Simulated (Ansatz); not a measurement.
**Cu: an axial (c/a) deformation path**

One table from this session's results is given with a row withheld; the runs are named, their logs left out.

This is Cu in the hcp structure; at room conditions it is fcc.

Program: Ansatz 0.2.0. Level of theory: DFT PBEsol, scalar-relativistic, plane waves, PAW. These are calculated values, not measurements.

2 further runs of the same task are left out: 1 that didn't finish, 1 set aside as unsound or not needed. Runs told in other sessions of the task aren't counted.

## The system as given

The structure is hexagonal, space group P6_3/mmc (No. 194). Conventional cell: a = 2.521 Å, b = 2.521 Å, c = 4.117 Å, α = 90.00°, β = 90.00°, γ = 120.00°. Around Cu (site symmetry -6m2) lie 12 Cu at 2.52 Å.

Coordinates:

```
Cu
1.0
     2.52059    0.00000    0.00000
    -1.26030    2.18290    0.00000
     0.00000    0.00000    4.11652
Cu
2
Cartesian
  0.0000 1.4553 1.0291
  1.2603 0.7276 3.0874
```

It goes back to an entry of the Materials Project, which need not be the stable form.

It is the result of an earlier relaxation at this level (volume 11.32 Å³/atom; gap on the mesh: none (metal)).

Set-up of the first run:

Contents of input.yaml:

```yaml
crystal:
  lattice:
    - [2.5205910253, 0.0, 0.0]
    - [-1.2602955127, 2.1828958605, 0.0]
    - [0.0, 0.0, 4.1165232668]
  atoms:
    - { symbol: Cu, position: [0.3333333333, 0.6666666667, 0.25] }
    - { symbol: Cu, position: [0.6666666667, 0.3333333333, 0.75] }
basis:
  ecutwfc: 420
kpoints:
  mp_grid: { grid: [30, 30, 16] }
hamiltonian:
  xc: pbesol
scf:
  occupations: { method: gaussian, width: 0.15 }
output:
  forces: true
  stress: true
  eigenvalues: true
```

The run is started by

```
$ ansatz run input.yaml --threads 1 --pin off --max-ram 2560MiB --backend cpu --events-out ev --progress --plain --runs-dir out
```

Among the steps run: Zero of the scan; Point ρ = 0.850; At ρ = 1.200; Point ρ = 0.920; Point ρ = 1.100; ρ = 0.960; Point ρ = 1.050; ρ = 0.800; Point ρ = 1.300.

One of the session's tables, all rows but one given; the rest of the session is left out.

The scan, with free energies counted from the undisturbed cell:

| ρ | ΔE (meV/atom) | pressure (GPa) |
| --- | --- | --- |
| 0.800 | 191.4 | 7.8 |
| 0.850 | 111.0 | 4.5 |
| 0.920 | 34.2 | 1.3 |
| 0.960 | 9.6 | 0.3 |
| 1.000 | 0.0 | 0.0 |
| 1.050 | 9.0 | 0.4 |
| 1.100 | ? | ? |
| 1.200 | 152.8 | 7.0 |
| 1.300 | 329.3 | 15.3 |

Q: Estimate the row for ρ = 1.100 from the others.

Worked estimate for «ΔE (meV/atom)». A straight line through the neighbours (1.050, 9.0) and (1.200, 152.8) gives 9.0 + (152.8 − 9.0) × (1.100 − 1.050) / (1.200 − 1.050) = 56.9; a parabola fitted to 4 rows on both sides gives 41.0.

**Answer.** ΔE (meV/atom): 38.9; pressure (GPa): 1.7. In «ΔE (meV/atom)» the line misses by +18.0 and the parabola by +2.1.
